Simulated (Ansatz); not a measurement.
**CH4AlO2 (SMILES C[O][Al][OH]): UHF/3-21G**

Aim: the vertical doublet–quartet gap of CH4AlO2 at UHF/3-21G, from 2 runs. 

Program for the calculation: Ansatz 0.2.0.

37 further runs of the same task are left out: 37 set aside as unsound or not needed.

**1. Starting point**

CH4AlO2 has 8 atoms, charge 0, and is taken as a doublet. SMILES: `C[O][Al][OH]`. Geometry: relaxed at PBE0-D4/def2-TZVP. This is one conformer, not always the lowest.

Bond lengths: C1–O2 1.394 Å, O2–Al3 1.683 Å, Al3–O4 1.701 Å, C1–H5 1.097 Å, C1–H6 1.095 Å, C1–H7 1.095 Å, O4–H8 0.956 Å. Angles: C1–O2–Al3 139.7°, O2–Al3–O4 116.5°, O2–C1–H5 112.7°, O2–C1–H6 110.1°, O2–C1–H7 110.0°, Al3–O4–H8 121.5°, H5–C1–H6 108.0°, H5–C1–H7 108.0°, H6–C1–H7 107.9°.

**2. A single-point energy at UHF/3-21G**

job.yaml

```yaml
crystal:
  periodic: [false, false, false]
  atoms:
    - {symbol: C, position_ang: [0.292700, 1.365900, -0.669900]}
    - {symbol: O, position_ang: [-0.035800, 0.282500, 0.144300]}
    - {symbol: Al, position_ang: [-0.062600, -1.399600, 0.093000]}
    - {symbol: O, position_ang: [-0.601900, -2.191900, 1.497900]}
    - {symbol: H, position_ang: [0.661200, 1.058300, -1.655900]}
    - {symbol: H, position_ang: [-0.585400, 2.002400, -0.820800]}
    - {symbol: H, position_ang: [1.070000, 1.971500, -0.192500]}
    - {symbol: H, position_ang: [-0.646300, -3.146000, 1.548200]}
basis:
  gaussian: {orbitals: 3-21G.json}
magnetization: {spin_polarized: true, initial_magnetization: 1}
hamiltonian: {xc: hf}
accuracy: high
output: {orbitals: {seedname: orbitals}}
```

The basis set 3-21G is read from a file made from the Basis Set Exchange's data (not shown).

Started as:

```
$ ansatz run job.yaml --threads 1 --pin off --max-ram 3480MiB --events-out events.jsonl --progress --plain --runs-dir runs
```

Output:

```text
Warning: RAYON_NUM_THREADS=1 ignored (pool sized by the plan → 1); use --threads N
Functional definition: HF
  name "HF"
  exchange = exact_x
  correlation = 0
1050 factors; integrals over basis functions are off by at most 1.1e-8 eV
mean field evaluation 1: about -11683.9839 eV, gradient 3.1e1 eV
mean field evaluation 2: about -11683.9817 eV, gradient 3.1e1 eV
mean field evaluation 4: about -11687.9696 eV, gradient 2.0e0 eV
mean field evaluation 8: about -11688.0382 eV, gradient 1.8e-1 eV
mean field -11688.03889819 eV, -429.5275070712 hartree, gradient 9.2e-8 eV, S^2 0.754016; 0 other end points of the search recorded, 0 dependent functions left out
reference -11688.03889819 eV, -429.5275070712 hartree; 20, 19 occupied and 28, 29 virtual orbitals, 1050 factors
Total energy: -11688.03889819 eV, -429.5275070712 hartree
```

It took 0.58 s on 1 thread of Arm Neoverse V2, shared host; peak memory 0.12 GiB.

**3. The quartet at the same level**

input.yaml

```yaml
crystal:
  periodic: [false, false, false]
  atoms:
    - {symbol: C, position_ang: [0.292700, 1.365900, -0.669900]}
    - {symbol: O, position_ang: [-0.035800, 0.282500, 0.144300]}
    - {symbol: Al, position_ang: [-0.062600, -1.399600, 0.093000]}
    - {symbol: O, position_ang: [-0.601900, -2.191900, 1.497900]}
    - {symbol: H, position_ang: [0.661200, 1.058300, -1.655900]}
    - {symbol: H, position_ang: [-0.585400, 2.002400, -0.820800]}
    - {symbol: H, position_ang: [1.070000, 1.971500, -0.192500]}
    - {symbol: H, position_ang: [-0.646300, -3.146000, 1.548200]}
basis:
  gaussian:
    orbitals: 3-21G.json
hamiltonian:
  xc: hf
accuracy: high
output:
  orbitals: {seedname: orbitals}
magnetization:
  spin_polarized: true
  initial_magnetization: 3
```

The basis set 3-21G is read from a file made from the Basis Set Exchange's data (not shown).

Started as:

```
$ ansatz run input.yaml --threads 1 --pin off --max-ram 3480MiB --events-out events.jsonl --progress --plain --runs-dir runs
```

Output:

```text
Warning: RAYON_NUM_THREADS=1 ignored (pool sized by the plan → 1); use --threads N
[... 4 set-up lines as earlier in the session ...]
1050 factors; integrals over basis functions are off by at most 1.1e-8 eV
mean field evaluation 1: about -11677.7067 eV, gradient 2.8e1 eV
mean field evaluation 2: about -11677.7102 eV, gradient 2.8e1 eV
mean field evaluation 4: about -11682.5384 eV, gradient 4.4e0 eV
mean field evaluation 8: about -11683.0246 eV, gradient 3.0e-1 eV
mean field evaluation 16: about -11683.0264 eV, gradient 1.7e-8 eV
mean field evaluation 32: about -11682.8077 eV, gradient 7.3e-1 eV
mean field evaluation 64: about -11679.8131 eV, gradient 4.8e0 eV
mean field evaluation 96: about -11681.8926 eV, gradient 3.1e-1 eV
mean field evaluation 128: about -11682.9211 eV, gradient 2.0e0 eV
mean field -11683.02636265 eV, -429.3432997877 hartree, gradient 1.8e-8 eV, S^2 3.758192; 3 other end points of the search recorded, 0 dependent functions left out
reference -11683.02636265 eV, -429.3432997877 hartree; 21, 18 occupied and 27, 30 virtual orbitals, 1050 factors
Total energy: -11683.02636265 eV, -429.3432997877 hartree
```

Run time: 1.5 s. Hardware: 1 thread of Arm Neoverse V2, shared host; peak memory 0.12 GiB.

**4. Results**

At UHF/3-21G:

```
                                        quantity          value
                           doublet: total energy  -429.52751 Eh
     doublet: HOMO energy (highest over α and β)       -8.32 eV
      doublet: LUMO energy (lowest over α and β)        0.85 eV
                                   doublet: ⟨S²⟩          0.754
                           quartet: total energy  -429.34330 Eh
     quartet: HOMO energy (highest over α and β)       -4.05 eV
      quartet: LUMO energy (lowest over α and β)       -0.52 eV
                                   quartet: ⟨S²⟩          3.758
vertical energy of the quartet above the doublet       5.013 eV
```

In words: At this shape the quartet lies 5.01 eV (116 kcal/mol) above the doublet.
